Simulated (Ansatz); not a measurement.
Relaxation of a periodic cell of 17 atoms, LiSi16 (host Si, host structure Fd-3m, interstitial Li), cell charge +1, to a largest force component of 0.03 eV/Å in at most 60 steps.

The calculation used DFT PBEsol, scalar-relativistic, plane waves, PAW (Ansatz). Settings: cutoff 420 eV, k mesh 2x2x2, gaussian smearing 0.05 eV, no spin polarisation.

```xyz
17
Lattice="0.0000 5.4271 5.4271 5.4271 0.0000 5.4271 5.4271 5.4271 0.0000" Properties=species:S:1:pos:R:3
Si 4.070 4.070 4.070
Si 2.714 2.714 2.714
Si 6.784 6.784 4.070
Si 5.427 5.427 2.714
Si 6.784 4.070 6.784
Si 5.427 2.714 5.427
Si 9.497 6.784 6.784
Si 8.141 5.427 5.427
Si 4.070 6.784 6.784
Si 2.714 5.427 5.427
Si 6.784 9.497 6.784
Si 5.427 8.141 5.427
Si 6.784 6.784 9.497
Si 5.427 5.427 8.141
Si 9.497 9.497 9.497
Si 8.141 8.141 8.141
Li 2.695 2.745 5.455
```

Q: Where does it end, and by what steps?

A: It converged. Limits of this set-up: charged cell in a uniform background, uncorrected. After 2 steps the energy has fallen by 0.113 eV; Si11 moved furthest, 0.05 Å.

| step | energy less start (eV) | largest force component (eV/Å) | accepted |
| --- | --- | --- | --- |
| 0 | 0.0000 | 0.627 | yes |
| 1 | -0.1089 | 0.097 | yes |
| 2 | -0.1131 | 0.025 | yes |

```xyz
17
Lattice="0.0000 5.4271 5.4271 5.4271 0.0000 5.4271 5.4271 5.4271 0.0000" Properties=species:S:1:pos:R:3
Si 4.094 4.095 4.046
Si 2.713 2.714 2.694
Si 6.760 6.761 4.047
Si 5.425 5.431 2.717
Si 6.775 4.079 6.793
Si 5.447 2.714 5.427
Si 9.521 6.760 6.809
Si 8.141 5.408 5.428
Si 4.079 6.776 6.794
Si 2.713 5.450 5.428
Si 6.756 9.526 6.812
Si 5.405 8.142 5.429
Si 6.773 6.775 9.489
Si 5.427 5.427 8.140
Si 9.506 9.508 9.489
Si 8.140 8.142 8.163
Li 2.707 2.724 5.437
```

Time of the run: 16 s on 1 thread of Arm Neoverse V1 (shared host), peak memory 0.55 GiB.
